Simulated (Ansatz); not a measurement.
# CoO (Fm-3m) in Ansatz: further runs, part 2 of 2

Ansatz 0.2.0. Earlier steps stand in the parts before.

**3. Relaxation of cell and atoms, RPBE, collinear spin, ferromagnetic start**

input.yaml reads:

```yaml
crystal:
  lattice:
    - [0.0, 2.13150166, 2.13150166]
    - [2.13150166, 0.0, 2.13150166]
    - [2.13150166, 2.13150166, 0.0]
  atoms:
    - { symbol: Co, position: [0.0, 0.0, 0.0], spin: 2.0 }
    - { symbol: O, position: [0.5, 0.5, 0.5] }
hamiltonian:
  xc: rpbe
  pseudopotentials: { kind: paw }
magnetization:
  spin_polarized: true
kpoints:
  mp_grid: { grid: [11, 11, 11] }
scf:
  occupations: { method: fermi_dirac, width: 0.05 }
output:
  forces: true
  stress: true
  eigenvalues: true
relax:
  f_tol: 0.01
  max_steps: 40
  cell: { stress_tol: 0.05 }
```

Potentials or basis: Ansatz PAW.

The run is started by

```sh
ansatz run input.yaml --threads 2 --pin off --max-ram 5632MiB --backend cpu --events-out ev --progress --plain --runs-dir out
```

The log of the run:

```text
Warning: RAYON_NUM_THREADS=2 ignored (pool sized by the plan → 2); use --threads N
Engine: ansatz 0.2.0, aarch64-unknown-linux-gnu
Pseudopotentials: kind: paw
Pseudopotential: Co, paw, valence charge 17, recommended cutoff 420 eV (normal), Co.paw.azcp
Pseudopotential: O, paw, valence charge 6, recommended cutoff 420 eV (normal), O.paw.azcp
Functional definition: RPBE
  parameter kappa = 0.804
  parameter beta = 0.06672455060314922
  exchange = rpbe_x(kappa = kappa, mu = beta*pi^2/3)
  correlation = pbe_c(beta = beta)
Crystal: 2 atoms, lattice volume = 19.368 Å³
Basis set: ecut = 420 eV, 339 PW (Γ), exchange–correlation on 48×48×48 points (8 copies of the dense FFT grid, shifted against one another)
Bands: 17, of which v1, the nominal top of the filled ones, is band 12 counted from 1 (11 counted from 0)
Symmetry: 48 space group operations
Space group: Fm-3m (ITA 225), of the structure as read, at distance tolerance 2.7e-5 Å
Magnetic group: BNS 225.116 (UNI 1618), of the structure as read, at distance tolerance 2.7e-5 Å
k-points: 56 of 1331
Non-local potential: Co, projectors of the file, l = 0: 3, l = 1: 2, l = 2: 3, l = 3: 1
Non-local potential: O, projectors of the file, l = 0: 2, l = 1: 2, l = 2: 1
PAW form: soft (Blöchl's): semilocal exchange-correlation on the pseudo side does not see the compensation charge
PAW frozen core: Co, regenerated for the run's functional, and the local potential with it (the file was generated under x = pbe(κ = 0.804, μ = 0.2195149727645171), c = pbe(β = 0.06672455060314922))
PAW frozen core: O, regenerated for the run's functional, and the local potential with it (the file was generated under x = pbe(κ = 0.804, μ = 0.2195149727645171), c = pbe(β = 0.06672455060314922))
PAW one-centre angular grid: Co, 590 points (default); XC on 64 Gauss nodes
PAW one-centre angular grid: O, 110 points (default); XC on 64 Gauss nodes
Initial density: superposition of atomic densities (chi_scale 0.1, normalization cell, long waves kept (reshape's long-wave potential 0.00 eV rms))
Starting moments: Σ|m| = 2 μB on 1 of 2 sites
Initial wavefunctions: pseudopotential atomic-orbital guess
Functional: x = rpbe, c = pbe(β = 0.06672455060314922)
SCF iter   1: F=—  HF=-5697.863038 eV  |F-HF|=—  |Δ(HF+E_count)|=         —  Δρ=1.22e-1 (↑1.22e-1 ↓9.66e-2)  dr2=6.21e0  dr2_m=1.98e-1  M=2.158 μB ∫|m|=2.158 μB  β_m=0.30  ethr=3.10e-3  ⟨swp⟩=5.6  Hψ=8302  notcnv=0
Mixer restart at iter 1: flushing history
preconditioner: auto → none  [metal: Δε(μ)=0.005 eV  Ē_g=13.136 eV  σ=0.050 eV  W_gap=0.02  n_scr=8 (ndim 8)  ℏωp=32.7 eV  f_vac=0.000  D(μ)=5.10/eV (n_scr^D=112)  sad-step TF]
SCF iter   2: F=—  HF=-5698.297626 eV  |F-HF|=—  |Δ(HF+E_count)|=   4.35e-1  Δρ=5.89e-2 (↑5.89e-2 ↓4.58e-2)  dr2=8.54e-1  dr2_m=2.27e-1  M=2.301 μB ∫|m|=2.301 μB  β_m=0.38  ethr=3.10e-3  ⟨swp⟩=3.0  Hψ=4818  notcnv=0  defer=26
SCF iter   3: F=—  HF=-5698.623133 eV  |F-HF|=—  |Δ(HF+E_count)|=   3.26e-1  Δρ=3.57e-2 (↑2.92e-2 ↓3.57e-2)  dr2=9.50e-2  dr2_m=1.34e-1  M=2.404 μB ∫|m|=2.406 μB  β_m=0.69  ethr=3.10e-3  ⟨swp⟩=2.0  Hψ=3299  notcnv=0  defer=28
SCF iter   4: F=—  HF=-5698.791364 eV  |F-HF|=—  |Δ(HF+E_count)|=         —  Δρ=4.96e-2 (↑3.48e-2 ↓4.96e-2)  dr2=1.03e-1  dr2_m=2.91e-1  M=2.897 μB ∫|m|=2.907 μB  β_m=0.69  ethr=4.13e-4  ⟨swp⟩=2.8  Hψ=4038  notcnv=0  defer=33
Mixer restart at iter 4: flushing history
SCF iter   5: F=—  HF=-5698.815576 eV  |F-HF|=—  |Δ(HF+E_count)|=   2.42e-2  Δρ=2.20e-2 (↑2.20e-2 ↓1.37e-2)  dr2=1.23e-1  dr2_m=1.33e-2  M=2.835 μB ∫|m|=2.848 μB  β_m=0.68  ethr=4.13e-4  ⟨swp⟩=3.2  Hψ=4279  notcnv=0  defer=44
SCF iter   6: F=—  HF=-5698.823682 eV  |F-HF|=—  |Δ(HF+E_count)|=   8.11e-3  Δρ=3.47e-2 (↑1.17e-2 ↓3.47e-2)  dr2=1.89e-1  dr2_m=5.10e-2  M=2.978 μB ∫|m|=2.994 μB  β_m=0.56  ethr=4.13e-4  ⟨swp⟩=3.0  Hψ=4649  notcnv=0  defer=50
SCF iter   7: F=—  HF=-5698.790109 eV  |F-HF|=—  |Δ(HF+E_count)|=   3.36e-2  Δρ=3.90e-3 (↑3.90e-3 ↓1.48e-3)  dr2=6.36e-4  dr2_m=1.25e-3  M=2.947 μB ∫|m|=2.965 μB  β_m=0.50  ethr=4.13e-4  ⟨swp⟩=2.6  Hψ=3889  notcnv=0  defer=49
[... 65 lines left out ...]
SCF iter   3: F=—  HF=-5698.796135 eV  |F-HF|=—  |Δ(HF+E_count)|=  5.18e-10  Δρ=3.51e-6 (↑1.93e-6 ↓3.51e-6)  dr2=6.14e-10  dr2_m=1.27e-9  M=2.981 μB ∫|m|=3.001 μB  β_m=0.73  ethr=7.43e-12  ⟨swp⟩=2.0  Hψ=3008  notcnv=0
SCF iter   4: F=—  HF=-5698.796135 eV  |F-HF|=—  |Δ(HF+E_count)|=   5.04e-9  Δρ=3.08e-6 (↑3.08e-6 ↓8.27e-7)  dr2=1.45e-9  dr2_m=3.08e-10  M=2.981 μB ∫|m|=3.002 μB  β_m=0.63  ethr=2.67e-12  ⟨swp⟩=2.0  Hψ=3256  notcnv=0
SCF iter   5: F=—  HF=-5698.796135 eV  |F-HF|=—  |Δ(HF+E_count)|=  4.09e-11  Δρ=3.64e-7 (↑3.64e-7 ↓2.41e-7)  dr2=1.26e-11  dr2_m=1.03e-11  M=2.981 μB ∫|m|=3.002 μB  β_m=0.69  ethr=2.67e-12  ⟨swp⟩=2.1  Hψ=2722  notcnv=0
SCF iter   6: F=-5698.796135 eV  HF=-5698.796135 eV  |F-HF|=9.09e-12  |Δ(HF+E_count)|=  4.91e-11  Δρ=2.56e-7 (↑9.37e-8 ↓2.56e-7)  dr2=1.21e-11  dr2_m=2.58e-12  M=2.981 μB ∫|m|=3.002 μB  ethr=1.00e-12  ⟨swp⟩=3.8  Hψ=7425  notcnv=0
SCF 6 converged in 6 iterations: F = -5698.796135 eV  dr2 = 1.21e-11
relax step   6: F+E_penalty+E_count = -5698.79613459 eV  Δ(F+E_penalty+E_count) = -3.114e-5 eV  max|allowed force component| = 5.160e-30 eV/Å  Δτ_max = 0.0000 Å  P = +0.011 GPa  Ω = 19.855 Å³  stress off target by 1.07e-2 GPa  SCF on the basis re-selected at this cell (its energy is not comparable with the rows above)  (6 SCF iters)
basis re-selected at this cell: Δ(F+E_penalty+E_count) = -3.114e-5 eV, ΔP = +0.005 GPa vs the last step (what re-selecting the basis moved, of the pressure what is left beyond the Pulay correction that the steps carried, after the strain that the cell walked since its last selection, with what the two solves' SCF thresholds leave and, on support functions, any second-order correction that the steps lacked; it is no measure of the basis error at this ecutwfc). This SCF's stress stands 1.07e-2 GPa from its target on what of the cell is left free (relax.cell.stress_tol is 5.00e-2 GPa) and its largest allowed force component is 5.16e-30 eV/Å (relax.f_tol is 1.00e-2 eV/Å): within both
SCF converged after 6 iterations
Magnetization: 2.9810 μB (12.9905 up, 10.0095 down)
Absolute magnetization: 3.0015 μB (∫|ρ↑−ρ↓|, with the PAW one-centre terms)
Spin contamination: 0.0070 ħ² per cell (⟨S²⟩ above its minimum at these occupations)
Per-site moments (μB) at R_I (Å): [(2.543726143307106, 0.8865504873564461), (0.3290625695968309, 0.8865504873564461)]
Free energy (F): -5698.796135 eV
Harris-Foulkes:  -5698.796135 eV  (|F-HF|=9.09e-12)
Internal energy: -5698.762421 eV  (E = F + TS)
E sigma→0 (E₀):  -5698.779278 eV
Entropy (-TS):   -0.033713 eV (-16.857 meV/atom)
Fermi energy:    13.511858 eV
--- Per-component energies (eV) ---
  E_band       = -313.688278
  E_kinetic    = 616.604532
  E_local      = -3474.083519  (includes V_loc(G=0)·N_el)
  E_nonlocal   = 513.184471
  E_hartree    = 1426.237597
  E_xc         = -228.906382
  E_vxc        = -293.476810  (∫ρ·V_xc dr)
  E_paw        = -1683.504929  (= ΣΔE_a)
  E_vpaw       = -528.394269  (= ΣTr[D̂ρ^β])
  E_aug_tail   = 0.002386  (compensation charges beyond the density's cutoff)
  E_ewald      = -2868.229356
  E_core_change = -0.067221  (= ΣΔE_core)
  E_smearing   = -0.033713  (= −TS)
  E_closure    = 0.000000  (closes the sum)
  Σ components = -5698.796135   (vs F -5698.796135, Δ=0.00e0)
--- Forces (eV/Å), atoms counted from 1 ---
  atom   1  Co    -0.00000000     0.00000000     0.00000000
  atom   2  O      0.00000000    -0.00000000     0.00000000
  max |Σ_I F_I| component: 1.18e-29 eV/Å
--- Stress (GPa, compression-positive) ---
        0.010743       0.000000      -0.000000
        0.000000       0.010743      -0.000000
       -0.000000       0.000000       0.010743
  P = ⅓ Tr σ = 0.0107 GPa (0.107 kbar)
--- Band table (eV; the first three rows and the last of 112) ---
  k-point 0 ↑: bands = ["-83.5664", "-46.7622", "-46.7622", "-46.7622", "-6.5717", "10.1830", "10.1830", "10.4124", "10.4124", "10.4124", "10.4607", "10.4607", "10.4607", "14.3328", "30.2405", "31.3589", "31.3589"]
  k-point 1 ↑: bands = ["-83.5661", "-46.7648", "-46.7626", "-46.7626", "-6.4913", "9.5255", "9.5255", "9.5807", "10.4384", "10.4384", "10.7621", "11.1747", "11.1747", "14.9187", "28.5433", "31.0382", "31.0382"]
  k-point 2 ↑: bands = ["-83.5655", "-46.7718", "-46.7635", "-46.7635", "-6.2675", "8.3534", "8.8229", "8.8229", "10.5799", "10.5799", "10.9510", "11.9615", "11.9615", "16.1160", "26.3489", "29.9136", "29.9136"]
  k-point 55 ↓: bands = ["-80.4399", "-43.7154", "-43.7136", "-43.7033", "-4.7148", "7.9715", "8.0334", "8.8456", "13.0329", "13.2696", "13.6458", "14.5354", "15.2493", "22.3199", "23.6657", "23.7780", "26.9334"]
--- Relaxed structure (4 steps of the walk, 4 accepted, 2 SCFs on fresh bases) ---
  F+E_penalty+E_count = -5698.79613459 eV   max|allowed force component| = 5.160e-30 eV/Å   (the final SCF, on the basis selected at the relaxed cell)
  cell:  # Å, volume = 19.8549 Å³
    - [3.2482996709709386e-34, 2.149213302682294, 2.149213302682294]
    - [2.149213302682294, 1.0509204817847153e-34, 2.149213302682294]
    - [2.149213302682294, 2.149213302682294, -1.5604576850742746e-34]
  atoms:
    - { symbol: Co, position: [1.588281066774384e-36, -1.0588540445192165e-36, -3.764814380501178e-36] }
    - { symbol: O, position: [0.5, 0.5, 0.5] }
```

It took 13 s on 2 threads of Arm Neoverse V1, shared host; peak memory 0.28 GiB.

Results:

```yaml
Free_energy: -5698.7961 eV
Relaxed_volume: 9.93 Å³/atom
Relaxed_cell: a = 3.039 Å, b = 3.039 Å, c = 3.039 Å, α = 60.00°, β = 60.00°, γ = 60.00°
Space_group_after_relaxing_to_0.05_Å: Fm-3m (No. 225)
Energy_gained_by_relaxing: 3.1 meV/atom
Ionic_steps: 6
Pressure_after_relaxing: 0.0 GPa
Band_gap_on_the_k_mesh: none (metal or under the smearing width)
Net_moment: 2.98 μB per cell
Absolute_moment: 3.00 μB per cell
Site_moments: Co +2.54; O +0.33 μB
```

Step by step:
```tsv
step	energy change (eV)	largest force (eV/Å)	volume (Å³)
1	0.0000	0.0000	19.37
2	-0.0037	0.0000	19.61
3	-0.0042	0.0000	19.83
4	-0.0062	0.0000	19.83
5	-0.0062	0.0000	19.85
6	-0.0062	0.0000	19.85
```

Final structure:
```
Co O
1.0
     0.00000    2.14921    2.14921
     2.14921    0.00000    2.14921
     2.14921    2.14921    0.00000
Co O
1 1
Direct
  0.00000 0.00000 0.00000
  0.50000 0.50000 0.50000
```

Caveat: the plane-wave basis is chosen anew once the cell has moved, so the energies of steps on either side of that aren't comparable; the pressure holds a Pulay correction of +0.7 GPa for the finite cutoff; a cell with one magnetic atom can't hold antiferromagnetic order, which such compounds often take; semilocal functionals often make such compounds metallic where correlation or magnetic order opens a gap, which also shifts bond lengths; the PAW data sets come from PBE, with cores solved anew for the run's functional, which leaves a small shift of forces and pressure. RPBE and its kin give volumes clearly too large for solids.

**4. Relaxation of cell and atoms, revPBE, collinear spin, ferromagnetic start**

input.yaml, as its differences from that of step 3:

```diff
@@ -9,3 +9,3 @@
 hamiltonian:
-  xc: rpbe
+  xc: revpbe
   pseudopotentials: { kind: paw }
@@ -21,2 +21,6 @@
   eigenvalues: true
+  write_density: true
+  write_potential: true
+  elf: true
+  volumetric_format: npy
 relax:
```

Potentials or basis: Ansatz PAW.

The run is started by

```sh
ansatz run input.yaml --threads 2 --pin off --max-ram 5632MiB --backend cpu --events-out ev --progress --plain --runs-dir out
```

The log of the run:

```text
Warning: RAYON_NUM_THREADS=2 ignored (pool sized by the plan → 2); use --threads N
[... 4 set-up lines as earlier in the session ...]
Functional definition: revPBE
  parameter kappa = 1.245
[... 1 set-up line as earlier in the session ...]
  exchange = pbe_x(kappa = kappa, mu = beta*pi^2/3)
[... 1 set-up line as earlier in the session ...]
Crystal: 2 atoms, lattice volume = 19.368 Å³
Basis set: ecut = 420 eV, 339 PW (Γ), exchange–correlation on 48×48×48 points (8 copies of the dense FFT grid, shifted against one another)
Bands: 17, of which v1, the nominal top of the filled ones, is band 12 counted from 1 (11 counted from 0)
[... 2 set-up lines as earlier in the session ...]
Magnetic group: BNS 225.116 (UNI 1618), of the structure as read, at distance tolerance 2.7e-5 Å
k-points: 56 of 1331
[... 8 set-up lines as earlier in the session ...]
Starting moments: Σ|m| = 2 μB on 1 of 2 sites
[... 1 set-up line as earlier in the session ...]
Functional: x = revpbe(κ = 1.245, μ = 0.2195149727645171), c = pbe(β = 0.06672455060314922)
SCF iter   1: F=—  HF=-5695.963192 eV  |F-HF|=—  |Δ(HF+E_count)|=         —  Δρ=1.21e-1 (↑1.21e-1 ↓9.66e-2)  dr2=6.18e0  dr2_m=1.95e-1  M=2.155 μB ∫|m|=2.155 μB  β_m=0.30  ethr=3.10e-3  ⟨swp⟩=5.6  Hψ=8302  notcnv=0
Mixer restart at iter 1: flushing history
preconditioner: auto → none  [metal: Δε(μ)=0.006 eV  Ē_g=13.121 eV  σ=0.050 eV  W_gap=0.03  n_scr=8 (ndim 8)  ℏωp=32.7 eV  f_vac=0.000  D(μ)=5.10/eV (n_scr^D=112)  sad-step TF]
[... 76 lines left out ...]
SCF converged after 6 iterations
Magnetization: 2.9695 μB (12.9848 up, 10.0152 down)
Absolute magnetization: 2.9886 μB (∫|ρ↑−ρ↓|, with the PAW one-centre terms)
Spin contamination: 0.0072 ħ² per cell (⟨S²⟩ above its minimum at these occupations)
Per-site moments (μB) at R_I (Å): [(2.53112717089144, 0.8837370658047091), (0.327494119699046, 0.8837370658047091)]
Free energy (F): -5696.889299 eV
Harris-Foulkes:  -5696.889299 eV  (|F-HF|=9.09e-13)
Internal energy: -5696.855670 eV  (E = F + TS)
E sigma→0 (E₀):  -5696.872484 eV
Entropy (-TS):   -0.033629 eV (-16.815 meV/atom)
Fermi energy:    13.657288 eV
--- Per-component energies (eV) ---
  E_band       = -310.587820
  E_kinetic    = 616.896483
  E_local      = -3459.818855  (includes V_loc(G=0)·N_el)
  E_nonlocal   = 513.464345
  E_hartree    = 1420.478903
  E_xc         = -228.836464
  E_vxc        = -293.590575  (∫ρ·V_xc dr)
  E_paw        = -1681.633505  (= ΣΔE_a)
  E_vpaw       = -528.499370  (= ΣTr[D̂ρ^β])
  E_aug_tail   = 0.002361  (compensation charges beyond the density's cutoff)
  E_ewald      = -2877.360509
  E_core_change = -0.048428  (= ΣΔE_core)
  E_smearing   = -0.033629  (= −TS)
  E_closure    = -0.000000  (closes the sum)
  Σ components = -5696.889299   (vs F -5696.889299, Δ=0.00e0)
--- Forces (eV/Å), atoms counted from 1 ---
  atom   1  Co    -0.00000000    -0.00000000    -0.00000000
  atom   2  O      0.00000000    -0.00000000     0.00000000
  max |Σ_I F_I| component: 5.52e-30 eV/Å
--- Stress (GPa, compression-positive) ---
        0.004488      -0.000000      -0.000000
       -0.000000       0.004488       0.000000
       -0.000000      -0.000000       0.004488
  P = ⅓ Tr σ = 0.0045 GPa (0.045 kbar)
--- Band table (eV; the first three rows and the last of 112) ---
  k-point 0 ↑: bands = ["-83.3709", "-46.5860", "-46.5860", "-46.5860", "-6.4936", "10.3345", "10.3345", "10.5533", "10.5533", "10.5533", "10.5629", "10.5629", "10.5629", "14.5077", "30.3872", "31.5586", "31.5586"]
  k-point 1 ↑: bands = ["-83.3706", "-46.5887", "-46.5863", "-46.5863", "-6.4114", "9.6441", "9.6441", "9.6850", "10.5813", "10.5813", "10.8994", "11.3098", "11.3098", "15.0931", "28.7120", "31.2422", "31.2422"]
  k-point 2 ↑: bands = ["-83.3699", "-46.5960", "-46.5873", "-46.5873", "-6.1825", "8.4426", "8.9300", "8.9300", "10.7264", "10.7264", "11.0960", "12.1109", "12.1109", "16.2920", "26.5218", "30.1195", "30.1195"]
  k-point 55 ↓: bands = ["-80.2580", "-43.5584", "-43.5565", "-43.5457", "-4.6090", "8.0399", "8.1017", "8.9184", "13.1661", "13.4084", "13.7942", "14.6673", "15.3836", "22.5122", "23.8497", "23.9606", "27.1460"]
--- Relaxed structure (4 steps of the walk, 4 accepted, 2 SCFs on fresh bases) ---
  F+E_penalty+E_count = -5696.88929897 eV   max|allowed force component| = 3.550e-30 eV/Å   (the final SCF, on the basis selected at the relaxed cell)
  cell:  # Å, volume = 19.6665 Å³
    - [5.286448484129174e-34, 2.142392886799295, 2.142392886799295]
    - [2.142392886799295, 7.897826650988165e-34, 2.142392886799295]
    - [2.142392886799295, 2.142392886799295, 7.006136545231438e-35]
  atoms:
    - { symbol: Co, position: [1.0294414321739657e-36, -1.2941549433015497e-36, -4.0001152792805145e-36] }
    - { symbol: O, position: [0.5, 0.5, 0.5] }
```

rho_z.tsv:

```text
# z_ang	rho[e/angstrom^3]	rho_spin[e/angstrom^3]
# format = ansatz-planar-average/11
# lattice	0.000000000	2.142392887	2.142392887
# lattice	2.142392887	0.000000000	2.142392887
# lattice	2.142392887	2.142392887	0.000000000
# sites	2
# site	27	-0.000000000	-0.000000000	-0.000000000
# site	8	2.142392887	2.142392887	2.142392887
0.000000	2.877546e0	4.698965e-1
0.126242	2.645123e0	4.345267e-1
0.252483	2.084965e0	3.453091e-1
0.378725	1.472305e0	2.407346e-1
0.504967	9.987681e-1	1.539163e-1
0.631209	7.103309e-1	9.558667e-2
[... 16 lines left out ...]
2.777318	2.084965e0	3.453091e-1
2.903559	2.645123e0	4.345267e-1
```

Run time: 13 s. Hardware: 2 threads of Arm Neoverse V1, shared host; peak memory 0.28 GiB.

What came out:

```
Free energy                            : -5696.8893 eV
Relaxed volume                         : 9.83 Å³/atom
Relaxed cell                           : a = 3.030 Å, b = 3.030 Å, c = 3.030 Å, α = 60.00°, β = 60.00°, γ = 60.00°
Space group after relaxing (to 0.05 Å) : Fm-3m (No. 225)
Energy gained by relaxing              : 1.2 meV/atom
Ionic steps                            : 6
Pressure after relaxing                : 0.0 GPa
Band gap on the k mesh                 : none (metal or under the smearing width)
Net moment                             : 2.97 μB per cell
Absolute moment                        : 2.99 μB per cell
Site moments                           : Co +2.53; O +0.33 μB
```

The path:
```
step  energy change (eV)  largest force (eV/Å)  volume (Å³)
   1              0.0000                0.0000        19.37
   2             -0.0011                0.0000        19.52
   3             -0.0011                0.0000        19.66
   4             -0.0024                0.0000        19.66
   5             -0.0024                0.0000        19.67
   6             -0.0024                0.0000        19.67
```

Final structure:
```yaml
crystal:
  lattice:
    - [0.00000, 2.14239, 2.14239]
    - [2.14239, 0.00000, 2.14239]
    - [2.14239, 2.14239, 0.00000]
  atoms:
    - { symbol: Co, position: [0.00000, 0.00000, 0.00000] }
    - { symbol: O, position: [0.50000, 0.50000, 0.50000] }
```

Caveat: the plane-wave basis is chosen anew once the cell has moved, so the energies of steps on either side of that aren't comparable; the pressure holds a Pulay correction of +0.7 GPa for the finite cutoff; a cell with one magnetic atom can't hold antiferromagnetic order, which such compounds often take; semilocal functionals often make such compounds metallic where correlation or magnetic order opens a gap, which also shifts bond lengths; the PAW data sets come from PBE, with cores solved anew for the run's functional, which leaves a small shift of forces and pressure. With open d or f shells a metallic result of revPBE can be an artefact of self-interaction; +U or a hybrid may open a gap.

**5. Summary**

```csv
level,gap on the mesh (eV),pressure (GPa),moment (μB),relaxed volume (Å³/atom)
PBEsol,none,0.0,2.80,9.08
RPBE,none,0.0,2.98,9.93
revPBE,none,0.0,2.97,9.83
```

Alike in all rows: task relaxation of cell and atoms; potentials or basis Ansatz PAW; spin collinear, ferromagnetic start; cell relaxed; k mesh 11 × 11 × 11; cutoff (eV) 420; smearing fermi-dirac 0.05 eV.

Caveats: the plane-wave basis is chosen anew once the cell has moved, so the energies of steps on either side of that aren't comparable; a cell with one magnetic atom can't hold antiferromagnetic order, which such compounds often take; semilocal functionals often make such compounds metallic where correlation or magnetic order opens a gap, which also shifts bond lengths; the PAW data sets come from PBE, with cores solved anew for the run's functional, which leaves a small shift of forces and pressure.

Absolute energies hang on the potentials; compare differences alone.
